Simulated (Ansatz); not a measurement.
# BF2H3Si: the cost of one run

Program: Ansatz 0.2.0, Gaussian basis. Level of theory: the settings change from run to run. These are calculated values, not measurements.

## (1) The relaxed structure

An earlier PBE0-D4 in a triple-zeta def2 set relaxation fixed the geometry.

7 atoms, charge 0, spin multiplicity 1.

Atoms are counted from 1 here; the program's logs count them from 0.

Bond lengths: F1–B2 1.319 Å, B2–F3 1.320 Å, B2–Si4 2.035 Å, Si4–H5 1.484 Å, Si4–H6 1.488 Å, Si4–H7 1.486 Å. Angles: F1–B2–F3 116.2°, F1–B2–Si4 122.6°, F3–B2–Si4 121.2°, B2–Si4–H5 111.0°, B2–Si4–H6 108.5°, B2–Si4–H7 109.7°, H5–Si4–H6 109.2°, H5–Si4–H7 109.8°, H6–Si4–H7 108.6°.

## (2) wB97X/def2-TZVPD

Options: atoms shaken by 0.03 Å.

in.yaml

```yaml
crystal:
  periodic: [false, false, false]
  atoms:
    - {symbol: F, position_ang: [1.864785, -0.637394, 0.973161]}
    - {symbol: B, position_ang: [0.615503, -0.839985, 0.567158]}
    - {symbol: F, position_ang: [0.027773, -1.993152, 0.895710]}
    - {symbol: Si, position_ang: [-0.420739, 0.589649, -0.454454]}
    - {symbol: H, position_ang: [0.497108, 1.597064, -0.965210]}
    - {symbol: H, position_ang: [-1.439655, 1.181797, 0.478728]}
    - {symbol: H, position_ang: [-1.137833, -0.029241, -1.623066]}
basis:
  gaussian: {orbitals: def2-TZVPD}
hamiltonian: {xc: {name: wB97X}}
output: {forces: true}
```

The run is started by

```bash
> ansatz run in.yaml --threads 4 --pin off --events-out ev --progress --plain --max-ram 10444MiB
```

What time and memory should one allow on 4 threads of Arm Neoverse N1, shared host?

About 7.5 s, with a peak of 0.5 GiB.
